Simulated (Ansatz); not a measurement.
I need a relaxation of cell and ions of Ca3Lu, space group Pm-3m. Use Ansatz 0.2.0 through its Python package. Level of theory: LDA, PAW, cutoff 517 eV, 5×5×5 k-points, Fermi-Dirac smearing of 0.1 eV.

```cif
data_structure
_symmetry_space_group_name_H-M 'P 1'
_symmetry_Int_Tables_number 1
_cell_length_a 5.3618
_cell_length_b 5.3618
_cell_length_c 5.3618
_cell_angle_alpha 90.000
_cell_angle_beta 90.000
_cell_angle_gamma 90.000
_cell_volume 154.14
loop_
_atom_site_label
_atom_site_type_symbol
_atom_site_fract_x
_atom_site_fract_y
_atom_site_fract_z
_atom_site_occupancy
Ca1 Ca 0.50000 0.00000 0.00000 1
Ca2 Ca 0.00000 0.50000 0.00000 1
Ca3 Ca 0.00000 0.00000 0.50000 1
Lu1 Lu 0.50000 0.50000 0.50000 1
```

`run_vcrelax.py`:
```python
from collections import Counter
from pathlib import Path

import ansatz as az
from ase import Atoms
from ase.io import write
from ase.io.cube import read_cube_data
from ase.neighborlist import neighbor_list
from ase.units import Bohr
import numpy as np
from pymatgen.core import Structure

def edges_and_angles(cell):
    cell = np.asarray(cell)
    a, b, c = np.linalg.norm(cell, axis=1)
    cosines = cell[1] @ cell[2] / (b * c), cell[0] @ cell[2] / (a * c), cell[0] @ cell[1] / (a * b)
    return (a, b, c, *np.degrees(np.arccos(cosines)))

vectors = np.array([
    [5.361775, 0.0, 0.0],
    [0.0, 5.361775, 0.0],
    [0.0, 0.0, 5.361775],
])
system = (
    az.Lattice.of(vectors)
    .atom("Ca", (0.5, 0.0, 0.0))
    .atom("Ca", (0.0, 0.5, 0.0))
    .atom("Ca", (0.0, 0.0, 0.5))
    .atom("Lu", (0.5, 0.5, 0.5))
)

model = (
    system.calculation()
    .occupations("fermi_dirac", width=0.1)
    .pseudopotentials("paw")
    .functional(az.Functional.LDA)
    .basis(19 * az.Ha)
    .kpoints(mesh=(5, 5, 5))
    .relax(force_tolerance=0.05, cell=True)
    .density()
    .output_files(volumetric_format="cube")
)
steps = []


def collect(event):
    if event["event"] == "relax_step":
        steps.append(event["data"])


out = model.session().plan().execute(on_event=collect)
data = out.report
print("step   energy (eV)     max comp. (eV/A)   P (GPa)  SCF")
for s in steps:
    print(f"{s['step']:4d} {s['lagrangian_ev']:15.5f} {s['allowed_force_max_ev_ang']:12.4f} {s['pressure_gpa']:10.3f} {s['n_scf']:5d}")

first, last = steps[0], steps[-1]
symbols = [site.symbol for site in out.lattice.sites]
print(f"energy gained {first['lagrangian_ev'] - last['lagrangian_ev']:.4f} eV in {len(steps) - 1} steps")
for label, vectors in (("before", first["cell_ang"]), ("after", out.lattice.cell_ang)):
    print(label, "a b c (A) {:.4f} {:.4f} {:.4f}  angles {:.2f} {:.2f} {:.2f}".format(*edges_and_angles(vectors)), f" V = {abs(np.linalg.det(vectors)):.3f} A^3")
print("final stress xx yy zz (GPa, compression positive):", np.round(np.diag(data["stress_gpa"]), 3) + 0.0)

final = Atoms(symbols, positions=last["positions_ang"], cell=out.lattice.cell_ang, pbc=True)
i, j, d = neighbor_list("ijd", final, 4.5)
print("neighbours within 1.2 times the shortest distance of each atom (A)")
for atom in range(len(final)):
    near = [m for m in np.argsort(d) if i[m] == atom]
    shell = [m for m in near if d[m] < 1.2 * d[near[0]]]
    print(f"{symbols[atom]}{atom} ({len(shell)}):", ", ".join(f"{symbols[j[m]]} {d[m]:.3f}" for m in shell))

print("relaxed fractional positions")
for site in out.lattice.sites:
    print(f"  {site.symbol:2s}", " ".join(f"{v % 1:8.5f}" for v in np.round(site.position_frac, 5)))

relaxed = Atoms(symbols, positions=[site.position_ang for site in out.lattice.sites], cell=out.lattice.cell_ang, pbc=True)
write("relaxed.vasp", relaxed, format="vasp")

change = np.array(last["positions_ang"]) @ np.linalg.inv(last["cell_ang"]) - np.array(first["positions_ang"]) @ np.linalg.inv(first["cell_ang"])
moved = np.linalg.norm(change @ np.array(last["cell_ang"]), axis=1)
print("displacement within the cell, strain taken out (A):", " ".join(f"{s}:{d:.3f}" for s, d in zip(symbols, moved)))

for key in ("converged", "n_iterations", "n_electrons", "n_kpoints", "n_pw", "n_symmetry_ops", "free_energy_ev", "fermi_energy_ev"):
    print(f"{key:18s} {data[key]}")

folder = Path(out.write_results("cubes"))
print("\n".join((folder / "rho.cube").read_text().splitlines()[: 6 + 4]))
values, cube_atoms = read_cube_data(str(folder / "rho.cube"))
print("electrons from the file:", round(values.mean() * cube_atoms.get_volume() / Bohr ** 3, 3))

final = Structure(out.lattice.cell_ang, [s.symbol for s in out.lattice.sites], [s.position_frac for s in out.lattice.sites])
shortest = {}
for site, neighbours in zip(final, final.get_all_neighbors(5.0)):
    for other in neighbours:
        pair = "-".join(sorted((site.specie.symbol, other.specie.symbol)))
        shortest[pair] = min(shortest.get(pair, 9e9), other.nn_distance)
for pair, distance in sorted(shortest.items(), key=lambda item: item[1]):
    print(f"shortest {pair:6s} {distance:.4f} A")
```

```console
$ python run_vcrelax.py
step   energy (eV)     max comp. (eV/A)   P (GPa)  SCF
   1    -19810.07350       0.0000     -2.313     9
   2    -19810.18089       0.0000     -1.042     7
   3    -19810.20270       0.0000      0.131     7
   4    -19810.20299       0.0000     -0.006     5
   5    -19810.20274       0.0000     -0.006     6
energy gained 0.1292 eV in 4 steps
before a b c (A) 5.3618 5.3618 5.3618  angles 90.00 90.00 90.00  V = 154.144 A^3
after a b c (A) 5.1620 5.1620 5.1620  angles 90.00 90.00 90.00  V = 137.548 A^3
final stress xx yy zz (GPa, compression positive): [-0.006 -0.006 -0.006]
neighbours within 1.2 times the shortest distance of each atom (A)
Ca0 (12): Lu 3.650, Lu 3.650, Lu 3.650, Ca 3.650, Ca 3.650, Ca 3.650, Ca 3.650, Ca 3.650, Lu 3.650, Ca 3.650, Ca 3.650, Ca 3.650
Ca1 (12): Ca 3.650, Ca 3.650, Ca 3.650, Ca 3.650, Ca 3.650, Ca 3.650, Lu 3.650, Lu 3.650, Ca 3.650, Lu 3.650, Ca 3.650, Lu 3.650
Ca2 (12): Ca 3.650, Ca 3.650, Lu 3.650, Ca 3.650, Ca 3.650, Ca 3.650, Lu 3.650, Ca 3.650, Ca 3.650, Ca 3.650, Lu 3.650, Lu 3.650
Lu3 (12): Ca 3.650, Ca 3.650, Ca 3.650, Ca 3.650, Ca 3.650, Ca 3.650, Ca 3.650, Ca 3.650, Ca 3.650, Ca 3.650, Ca 3.650, Ca 3.650
relaxed fractional positions
  Ca  0.50000  0.00000  0.00000
  Ca  0.00000  0.50000  0.00000
  Ca  0.00000  0.00000  0.50000
  Lu  0.50000  0.50000  0.50000
displacement within the cell, strain taken out (A): Ca:0.000 Ca:0.000 Ca:0.000 Lu:0.000
converged          True
n_iterations       6
n_electrons        55.0
n_kpoints          10
n_pw               3743
n_symmetry_ops     48
free_energy_ev     -19810.202744732338
fermi_energy_ev    7.490270060882728
ansatz rho
values in e/bohr^3 (x slowest, z fastest)
    4    0.000000    0.000000    0.000000
   40    0.243869    0.000000   -0.000000
   40    0.000000    0.243869    0.000000
   40   -0.000000    0.000000    0.243869
   20   20.000000    4.877388    0.000000   -0.000000
   20   20.000000    0.000000    4.877388    0.000000
   20   20.000000   -0.000000    0.000000    4.877388
   71   71.000000    4.877388    4.877388    4.877388
electrons from the file: 55.0
shortest Ca-Lu  3.6501 A
shortest Ca-Ca  3.6501 A
```

`relaxed.vasp`, as written:
```text
Ca Lu
 1.0000000000000000
     5.1620047577639143    0.0000000000000000   -0.0000000000000000
     0.0000000000000000    5.1620047577639143    0.0000000000000000
    -0.0000000000000000    0.0000000000000000    5.1620047577639143
 Ca  Lu
   3   1
Cartesian
  2.5810023788819572  0.0000000000000000 -0.0000000000000000
  0.0000000000000000  2.5810023788819572  0.0000000000000000
 -0.0000000000000000  0.0000000000000000  2.5810023788819572
  2.5810023788819572  2.5810023788819572  2.5810023788819572
```

What to keep in mind:
- Total energies depend on the potentials; only differences at equal settings carry meaning. A total without «per atom» is that of the cell as typed.
- Forces vanish by symmetry, so the ions can't move, and the end may be a saddle.
- The mesh is modest for a metal, so energies can be off by several to tens of meV an atom and pressures by half a GPa or more; differences at equal mesh fare better.
- An absolute Fermi energy rests on an arbitrary zero of the periodic potential and has no direct meaning.
- Energies along a relaxation are free energies. Rows at an unchanged volume are solved on a plane-wave basis chosen afresh for that cell, so the energy jumps there and such rows are no steps of the walk.
- Densities and potentials on the grid are those of the valence electrons, and inside the cores they hang on the potentials used.
- This cell is a computed structure, which may not be the phase found in nature.
- Finished in 16 s on 1 thread of Arm Neoverse V2 (shared host), peak memory 0.53 GiB.

(Lines on the test bed's own set-up are left out of the output.)
